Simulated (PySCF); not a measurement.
**NiH₂: relaxation and vibrations of the singlet**

The task is one start of a wider search on NiH₂: the singlet, from a bent start. It is relaxed, tested by its Hessian and followed downhill if it is a saddle.

Program: PySCF 2.14.0. Level of theory: PBE0, basis Ni def2-TZVP, H def2-TZVP, no relativity, density fitting. These are calculated values, not measurements.

## (1) The starting structure

3 atoms, charge 0, spin multiplicity 1.

Bond lengths: Ni1–H2 1.420 Å, Ni1–H3 1.420 Å. Angles: H2–Ni1–H3 110.0°.

```xyz
3
charge 0 multiplicity 1
Ni    0.0000    0.0000   -0.0274
H     1.1632    0.0000    0.7871
H    -1.1632    0.0000    0.7871
```

## (2) Bent start, singlet: relaxation

The steps below are one call of a driver around PySCF. For each, scf.py gives the equivalent set-up of the SCF; relaxations use the driver's own optimiser. Before each start the driver seeks the lowest SCF state from one or more starting densities and follows internal instabilities, so scf.py alone need not reach the same state.

The program finds C2v symmetry in the start, which this walk keeps. Threshold on the gradient: 0.0003 Eh/bohr, with a further test on the energy change.

File scf.py:

```python
from pyscf import gto, scf, dft
mol = gto.M(atom='''
Ni     0.000000     0.000000    -0.027385
H      1.163200    -0.000000     0.787115
H     -1.163200     0.000000     0.787115''',
    basis={'Ni': 'def2-TZVP', 'H': 'def2-TZVP'},
    charge=0, spin=0)
mf = dft.RKS(mol, xc='PBE0')
mf.grids.atom_grid = (50, 194)
aux = {'Ni': 'def2-universal-JKFIT', 'H': 'def2-universal-JKFIT'}
mf = mf.density_fit(auxbasis=aux)
mf.kernel()
```

The optimiser's trace:

```csv
step,energy (Eh),change (kJ/mol),largest symmetric gradient (Eh/bohr)
0,-1509.199107,0.00,0.03148
1,-1509.205165,-15.90,0.00813
2,-1509.207317,-21.55,0.00853
3,-1509.207776,-22.76,0.00768
4,-1509.208138,-23.71,0.00076
5,-1509.208142,-23.72,0.00005
```

The walk ran for 1.7 s (4 threads, shared host).

Geometry (Å) and forces (eV/Å) at some steps:

```
step 0
Ni   0.000   0.000  -0.027   0.000   0.000  -1.619
H    1.163   0.000   0.787  -0.203   0.000   0.809
H   -1.163   0.000   0.787   0.203   0.000   0.809
step 1
Ni   0.000   0.000  -0.108   0.000   0.000  -0.418
H    1.091   0.000   0.827  -0.367   0.000   0.209
H   -1.091   0.000   0.827   0.367   0.000   0.209
step 3
Ni   0.000   0.000  -0.188   0.000   0.000   0.395
H    0.980   0.000   0.867  -0.263   0.000  -0.197
H   -0.980   0.000   0.867   0.263   0.000  -0.197
step 5
Ni   0.000   0.000  -0.196   0.000   0.000  -0.002
H    0.933   0.000   0.871   0.000   0.000   0.001
H   -0.933   0.000   0.871   0.000   0.000   0.001
```

End point (C2v, 5 steps, 23.7 kJ/mol gained): Ni–H 1.417 Å (×2); H–Ni–H 82.3°.

## (3) Vibrations and properties at this point

On the finer grid the gradient is checked again; gradients at displacements of ±0.01 bohr then give force constants and infrared intensities.

Changes to scf.py since step 2:

```diff
@@ -3,3 +3,3 @@
-Ni     0.000000     0.000000    -0.027385
-H      1.163200    -0.000000     0.787115
-H     -1.163200     0.000000     0.787115''',
+Ni    -0.000000     0.000000    -0.035880
+H      0.932757    -0.000000     1.031284
+H     -0.932757     0.000000     1.031284''',
@@ -9 +9 @@
-mf.grids.atom_grid = (50, 194)
+mf.grids.atom_grid = (75, 302)
```

This SCF starts from the last density.

SCF at the final geometry:

```text
init E= -1509.20805651173
  HOMO = -0.223809218484652  LUMO = -0.0597885332581551  gap/eV = 4.46323
cycle= 1 E= -1509.20805651164  delta_E= 8.94e-11  |g|= 3.29e-05  |ddm|= 1.13e-05
  HOMO = -0.223819048969455  LUMO = -0.0597933310890415  gap/eV = 4.46337
cycle= 2 E= -1509.20805650986  delta_E= 1.78e-09  |g|= 0.000142  |ddm|= 4.83e-05
  HOMO = -0.22381107525796  LUMO = -0.05978942743881  gap/eV = 4.46326
cycle= 3 E= -1509.20805651174  delta_E= -1.88e-09  |g|= 2.81e-07  |ddm|= 3.91e-05
  HOMO = -0.223811063606465  LUMO = -0.0597894278079316  gap/eV = 4.46326
cycle= 4 E= -1509.20805651174  delta_E= 3.87e-12  |g|= 1.86e-08  |ddm|= 1.37e-07
  HOMO = -0.223811068256433  LUMO = -0.0597894308541633  gap/eV = 4.46326
Extra cycle  E= -1509.20805651174  delta_E= -1.36e-12  |g|= 5.59e-08  |ddm|= 4.15e-08
converged SCF energy = -1509.20805651174
```

The whole step took 3.1 s.

Geometry: C2v; Ni–H 1.417 Å (×2); H–Ni–H 82.3°.

Harmonic modes (main isotopes):

| symmetry | ω (cm⁻¹) | IR (km/mol) | μ (u) | type |
| --- | --- | --- | --- | --- |
| a1 | 672 | 1.8 | 1.02 | bend |
| b2 | 2104 | 111 | 1.02 | stretch |
| a1 | 2130 | 39.7 | 1.03 | stretch |

All wavenumbers are real: a minimum.

Constants and moments:

* Dipole moment: 2.64 D
* Highest occupied level: -6.09 eV
* Lowest empty level: -1.63 eV
* Rotational constants: 9.613, 7.599, 4.244 cm⁻¹
* Zero-point energy: 29.3 kJ/mol
* Principal polarisabilities: 22.3, 27.5, 31.7 bohr³
* Atomisation energy without zero-point energy: 474 kJ/mol
* Principal traceless quadrupole moments about the centre of mass: -1.04, 0.02, 1.03 D Å
* Entropy at 298.15 K and 1 bar: 215.5 J/(mol K)
* Heat capacity Cp at 298.15 K: 37.0 J/(mol K)
* Enthalpy at 298.15 K above 0 K: 10.24 kJ/mol
* Rotational symmetry number: 2

Charges (e) and bond orders:

```
atom  Mulliken  Löwdin  polar tensor  Mayer order to Ni1
 Ni1      0.07    0.05          0.46                   –
H2,3     -0.03   -0.02         -0.23                0.95
```

Outer orbital energies (eV). occupied: -70.91, -69.84, -9.57, -8.55, -7.64, -6.84, -6.77, -6.09; empty: -1.63, -1.29, 2.51, 3.84.

Mulliken populations on Ni1: s 6.71, p 12.14, d 9.08, f 0.00.

## (4) Stability of the closed shell

At the lowest minimum the closed shell is tested against spin polarisation, on the (50, 194) grid. It is stable.

## (5) Results

| quantity | value |
| --- | --- |
| minimum | singlet, C2v |
| geometry | Ni–H 1.417 Å (×2); H–Ni–H 82.3° |
| wavenumbers (cm⁻¹) | 672 (a1), 2104 (b2), 2130 (a1) |
| dipole moment | 2.64 D |
| highest occupied, lowest empty level | -6.09, -1.63 eV |
| polar-tensor charge of Ni1 | +0.46 e |
| zero-point energy | 29.3 kJ/mol |
| entropy at 298.15 K | 215.5 J/(mol K) |
| atomisation energy (no zero-point energy) | 474 kJ/mol |

What this shows: The molecule stays C2v, as typed, and the end point is a minimum. The strongest infrared band lies at 2104 cm⁻¹ (b2, stretch). Other starts or spin states, not run here, may lie lower.

The search up to here took 6.7 s.
